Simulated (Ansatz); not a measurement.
**BFH₃OPSi: a ladder of functionals and wavefunction methods**

Aim: compute BFH₃OPSi with functionals from several rungs and with coupled cluster, and see how far each lands from CCSD(T) at the basis-set limit for the atomisation energy.

Program: Ansatz 0.2.0, Gaussian basis. Level of theory: functionals in def2-TZVPP, the program's frozen cores in correlated methods. These are calculated values, not measurements.

The runs, in order: LDA (SPW92), PBE-D4, revPBE-D4, BLYP-D4, r2SCAN-D4, B97M-V, PBE0-D4, B3LYP-D4, r2SCANh-D4, r2SCAN0-D4, HSE06-D4, BHLYP-D4, CAM-B3LYP-D4, LC-ωPBE, ωB97X-V, ωB97M-V, B2PLYP, PBE-QIDH; CCSD(T)/def2-SVP; CCSD(T)/def2-TZVPP; MP2/def2-QZVPP; extrapolation to the limit; RPA on PBE.

## Step 1: Structure used throughout

The geometry comes from an earlier relaxation with PBE0-D4 in a triple-zeta def2 set; it is a stationary point, not always the lowest conformer.

SMILES `FB1OP[SiH2]1`, 8 atoms, charge 0, spin multiplicity 1.

Atoms are counted from 1 here; the program's logs count them from 0.

Bond lengths: F1–B2 1.316 Å, B2–O3 1.361 Å, B2–Si5 2.035 Å, O3–P4 1.722 Å, P4–Si5 2.288 Å, P4–H6 1.427 Å, Si5–H7 1.485 Å, Si5–H8 1.485 Å. Angles: F1–B2–O3 120.9°, F1–B2–Si5 137.7°, O3–B2–Si5 101.4°, B2–O3–P4 106.8°, O3–P4–Si5 81.9°, O3–P4–H6 97.5°, Si5–P4–H6 93.3°, B2–Si5–P4 69.9°, B2–Si5–H7 119.8°, B2–Si5–H8 118.9°, P4–Si5–H7 117.7°, P4–Si5–H8 115.2°, H7–Si5–H8 110.1°.

## Step 2: LDA

This LDA is Slater exchange with PW92 correlation.

File in.yaml:

```yaml
crystal:
  periodic: [false, false, false]
  atoms:
    - {symbol: F, position_ang: [0.234527, 2.447974, 0.503239]}
    - {symbol: B, position_ang: [-0.041072, 1.166992, 0.385209]}
    - {symbol: O, position_ang: [-0.656166, 0.489348, 1.392200]}
    - {symbol: P, position_ang: [-0.860402, -1.132476, 0.849615]}
    - {symbol: Si, position_ang: [0.181726, -0.298076, -1.009052]}
    - {symbol: H, position_ang: [0.348425, -1.664097, 1.390157]}
    - {symbol: H, position_ang: [1.537606, -0.812220, -1.330585]}
    - {symbol: H, position_ang: [-0.652346, -0.254646, -2.236582]}
basis:
  gaussian: {orbitals: def2-TZVPP}
hamiltonian: {xc: lda}
output: {orbitals: {seedname: orbitals}}
```

Run with:

```sh
> ansatz run in.yaml --threads 2 --pin off --events-out ev --progress --plain --max-ram 4352MiB
```

The runs that follow: PBE-D4 (GGA); revPBE-D4 (GGA); BLYP-D4 (GGA); r2SCAN-D4 (meta-GGA); B97M-V (meta-GGA); PBE0-D4 (hybrid); B3LYP-D4 (hybrid); r2SCANh-D4 (hybrid); r2SCAN0-D4 (hybrid); HSE06-D4 (hybrid); BHLYP-D4 (hybrid); CAM-B3LYP-D4 (range-separated); LC-ωPBE (range-separated); ωB97X-V (range-separated); ωB97M-V (range-separated); B2PLYP (double hybrid); PBE-QIDH (double hybrid); CCSD(T) in def2-SVP; CCSD(T) in def2-TZVPP; MP2 in def2-QZVPP; RPA on PBE orbitals.

**Question.** What will the summary of the whole plan be? Wanted: atomisation energy, CCSD(T)/CBS; farthest beyond LDA; mean size of error, GGA; mean size of error, meta-GGA; mean size of error, hybrid; mean size of error, range-separated; mean size of error, double hybrid; gap, smallest and largest; T1 diagnostic.

As calculated:

| quantity | value |
| --- | --- |
| atomisation energy, CCSD(T)/CBS | 30.136 eV |
| functionals within 0.151 eV (0.5 %) | revPBE-D4, PBE0-D4, B3LYP-D4, r2SCANh-D4, HSE06-D4, LC-ωPBE |
| farthest beyond LDA | BHLYP-D4 (-0.983 eV) |
| mean size of error, GGA | 0.367 eV |
| mean size of error, meta-GGA | 0.396 eV |
| mean size of error, hybrid | 0.273 eV |
| mean size of error, range-separated | 0.271 eV |
| mean size of error, double hybrid | 0.260 eV |
| gap, smallest and largest | 4.19 eV (LDA (SPW92)), 11.23 eV (LC-ωPBE) |
| T1 diagnostic | 0.0161 |
| triples share of the correlation energy | 3.9 % |

In words: The LDA atomisation energy is off by 5.118 eV (17 %): it overbinds. PBE-D4 misses by +0.850 eV. Double hybrids carry the basis error of their MP2 part in triple zeta, and no dispersion term here, so their miss is partly the set-up's. By mean error the best rung here is double hybrid (0.260 eV) and the worst beyond LDA is meta-GGA (0.396 eV). The gap between the best rungs is small, so their order is not settled. Misses under about 0.151 eV are within the doubt on the reference itself, which lacks core-valence correlation, relativity and higher excitations. Hartree-Fock recovers 71 % of the binding; the rest is correlation. CCSD(T) in def2-SVP is off by -2.295 eV, so the small basis spoils what the method gains. The gap grows from 4.2 to 11.2 eV across the functionals, mostly with the share of exact exchange.
